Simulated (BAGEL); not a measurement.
**CH3BCl2O (BCl2(OMe)) at HF/STO-3G (density fitting with qzvpp-jkfit)**

What is the vertical ionisation energy of CH3BCl2O (BCl2(OMe)) at HF/STO-3G (density fitting with qzvpp-jkfit)? 

The calculation is run with BAGEL 1.2.2.

**1. Starting point**

CH3BCl2O has 8 atoms, charge 0, and is taken as a singlet. As SMILES, `COB(Cl)Cl`. Geometry: relaxed at GFN2-xTB.

Bond lengths: B1–Cl2 1.753 Å, B1–Cl3 1.729 Å, B1–O4 1.320 Å, O4–C5 1.417 Å, C5–H6 1.090 Å, C5–H7 1.090 Å, C5–H8 1.091 Å. Angles: Cl2–B1–Cl3 119.6°, Cl2–B1–O4 123.3°, Cl3–B1–O4 117.1°, B1–O4–C5 127.7°, O4–C5–H6 107.7°, O4–C5–H7 107.9°, O4–C5–H8 111.3°, H6–C5–H7 109.6°, H6–C5–H8 110.3°, H7–C5–H8 110.0°.

**2. A single-point energy at HF/STO-3G (density fitting with qzvpp-jkfit)**

Contents of hf.json:

```json
{ "bagel" : [

{
  "title" : "molecule",
  "basis" : "sto-3g",
  "df_basis" : "qzvpp-jkfit",
  "angstrom" : true,
  "geometry" : [
    { "atom" : "B", "xyz" : [    0.327770,    1.051600,    0.692450 ] },
    { "atom" : "Cl", "xyz" : [    2.039220,    0.678310,    0.630620 ] },
    { "atom" : "Cl", "xyz" : [   -0.207630,    2.469780,    1.524760 ] },
    { "atom" : "O", "xyz" : [   -0.598470,    0.300500,    0.125820 ] },
    { "atom" : "C", "xyz" : [   -0.413010,   -0.898650,   -0.605840 ] },
    { "atom" : "H", "xyz" : [   -0.919110,   -0.782680,   -1.564320 ] },
    { "atom" : "H", "xyz" : [   -0.875350,   -1.709810,   -0.042990 ] },
    { "atom" : "H", "xyz" : [    0.646570,   -1.109050,   -0.760510 ] }
  ]
},
{ "title" : "hf" },
{ "title" : "print", "file" : "orbitals.molden", "orbitals" : true }

]}
```

Command:

```sh
BAGEL_NUM_THREADS=1 BAGEL hf.json > hf.out
```

Output:

```text
* using 1 threads per process

  ===============================================================
  ===============================================================

  *** Geometry ***

  { "atom" : "B", "xyz" : [      0.619396,      1.987236,      1.308541 ] },
  { "atom" : "Cl", "xyz" : [      3.853567,      1.281820,      1.191699 ] },
  { "atom" : "Cl", "xyz" : [     -0.392364,      4.667208,      2.881379 ] },
  { "atom" : "O", "xyz" : [     -1.130944,      0.567863,      0.237765 ] },
  { "atom" : "C", "xyz" : [     -0.780476,     -1.698202,     -1.144872 ] },
  { "atom" : "H", "xyz" : [     -1.736866,     -1.479051,     -2.956136 ] },
  { "atom" : "H", "xyz" : [     -1.654172,     -3.231073,     -0.081239 ] },
  { "atom" : "H", "xyz" : [      1.221840,     -2.095801,     -1.437156 ] },

  Number of auxiliary basis functions:      537

  Since a DF basis is specified, we compute 2- and 3-index integrals:
    o Being stored without compression. Storage requirement is 0.006 GB

  Number of basis functions:       36
  Number of electrons      :       56

    * METHOD: MOLECULE                             0.18

  *** RHF ***

  === Nuclear Repulsion ===
   260.1538108992

      * DIIS with orbital gradients will be used.

  === RHF iteration (sto-3g) ===
      0      -1046.56608337          0.01517891           0.03
      1      -1046.66687277          0.00482718           0.03
      2      -1046.67535086          0.00089344           0.03
      3      -1046.67577959          0.00020285           0.03
      4      -1046.67581049          0.00004724           0.03
      5      -1046.67581280          0.00001079           0.03
      6      -1046.67581292          0.00000296           0.03
      7      -1046.67581292          0.00000102           0.03
      8      -1046.67581293          0.00000015           0.03
      9      -1046.67581293          0.00000003           0.03
     10      -1046.67581293          0.00000001           0.03
    * SCF iteration converged.

    * Permanent dipole moment:
           (    0.403704,     1.063958,     0.705230) a.u.

    * METHOD: HF                                   0.40

    * METHOD: PRINT                                0.00

  ===============================================================
```

It took 0.74 s on 1 thread of Arm Neoverse V2, shared host.

**3. The doublet cation, same level**

Contents of job.json:

```json
{ "bagel": [

{
  "title": "molecule",
  "basis": "sto-3g",
  "df_basis": "qzvpp-jkfit",
  "angstrom": "true",
  "geometry": [
    { "atom": "B", "xyz": [    0.327770,    1.051600,    0.692450 ] },
    { "atom": "Cl", "xyz": [    2.039220,    0.678310,    0.630620 ] },
    { "atom": "Cl", "xyz": [   -0.207630,    2.469780,    1.524760 ] },
    { "atom": "O", "xyz": [   -0.598470,    0.300500,    0.125820 ] },
    { "atom": "C", "xyz": [   -0.413010,   -0.898650,   -0.605840 ] },
    { "atom": "H", "xyz": [   -0.919110,   -0.782680,   -1.564320 ] },
    { "atom": "H", "xyz": [   -0.875350,   -1.709810,   -0.042990 ] },
    { "atom": "H", "xyz": [    0.646570,   -1.109050,   -0.760510 ] }
  ]
},
{ "title": "uhf", "charge": 1, "nopen": 1 },
{ "title": "print", "file": "orbitals.molden", "orbitals": "true" }

]}
```

Command:

```sh
BAGEL_NUM_THREADS=1 BAGEL job.json > job.out
```

Output:

```text
* using 1 threads per process

  ===============================================================
  ===============================================================

  *** Geometry ***

  { "atom" : "B", "xyz" : [      0.619396,      1.987236,      1.308541 ] },
  { "atom" : "Cl", "xyz" : [      3.853567,      1.281820,      1.191699 ] },
  { "atom" : "Cl", "xyz" : [     -0.392364,      4.667208,      2.881379 ] },
  { "atom" : "O", "xyz" : [     -1.130944,      0.567863,      0.237765 ] },
  { "atom" : "C", "xyz" : [     -0.780476,     -1.698202,     -1.144872 ] },
  { "atom" : "H", "xyz" : [     -1.736866,     -1.479051,     -2.956136 ] },
  { "atom" : "H", "xyz" : [     -1.654172,     -3.231073,     -0.081239 ] },
  { "atom" : "H", "xyz" : [      1.221840,     -2.095801,     -1.437156 ] },

  Number of auxiliary basis functions:      537

  Since a DF basis is specified, we compute 2- and 3-index integrals:
    o Being stored without compression. Storage requirement is 0.006 GB

  Number of basis functions:       36
  Number of electrons      :       56

    * METHOD: MOLECULE                             0.18

  *** Open-shell HF ***

  === Nuclear Repulsion ===
   260.1538108992

      * DIIS with orbital gradients will be used.

  === UHF iteration (sto-3g) ===
      0      -1046.12523794          0.03428882           0.06
      1      -1046.30086749          0.01330172           0.06
      2      -1046.32689933          0.00617885           0.06
      3      -1046.33309686          0.00270554           0.06
      4      -1046.33646081          0.00069727           0.06
      5      -1046.33667953          0.00010282           0.06
      6      -1046.33668776          0.00004041           0.06
      7      -1046.33668978          0.00001245           0.06
      8      -1046.33669055          0.00000915           0.06
      9      -1046.33669087          0.00000715           0.06
     10      -1046.33669093          0.00000667           0.06
     11      -1046.33669100          0.00000626           0.06
     12      -1046.33669120          0.00000476           0.06
     13      -1046.33669131          0.00000353           0.06
     14      -1046.33669139          0.00000228           0.06
     15      -1046.33669141          0.00000093           0.06
     16      -1046.33669142          0.00000043           0.06
     17      -1046.33669142          0.00000029           0.06
     18      -1046.33669142          0.00000016           0.06
     19      -1046.33669142          0.00000012           0.06
     20      -1046.33669142          0.00000010           0.06
     21      -1046.33669142          0.00000009           0.06
     22      -1046.33669142          0.00000008           0.06
     23      -1046.33669142          0.00000007           0.06
     24      -1046.33669142          0.00000004           0.06
     25      -1046.33669142          0.00000003           0.06
     26      -1046.33669142          0.00000002           0.06
     27      -1046.33669142          0.00000001           0.06
     28      -1046.33669142          0.00000001           0.06
    * SCF iteration converged.

    * S^2 (UHF) is 0.7746

    * Permanent dipole moment:
           (    1.305749,     1.922952,     1.323354) a.u.

    * METHOD: UHF                                  1.73

    * METHOD: PRINT                                0.00

  ===============================================================
```

Run time: 2.1 s. Hardware: 1 thread of Arm Neoverse V2, shared host.

**4. Results**

At HF/STO-3G (density fitting with qzvpp-jkfit):

```
                                          quantity           value
                    singlet CH3BCl2O: total energy  -1046.67581 Eh
                   singlet CH3BCl2O: dipole moment          3.40 D
                     singlet CH3BCl2O: HOMO energy       -10.77 eV
                     singlet CH3BCl2O: LUMO energy         7.00 eV
                   singlet CH3BCl2O: HOMO–LUMO gap        17.77 eV
                      doublet cation: total energy  -1046.33669 Eh
                              doublet cation: ⟨S²⟩           0.775
vertical ionisation energy (to the doublet cation)        9.228 eV
```

**Reading.** The vertical ionisation energy comes to 9.23 eV (213 kcal/mol). −ε(HOMO) before ionisation, 10.77 eV, is 1.54 eV above this ionisation energy. In a minimal basis such a difference can be off by several eV, whatever the method.
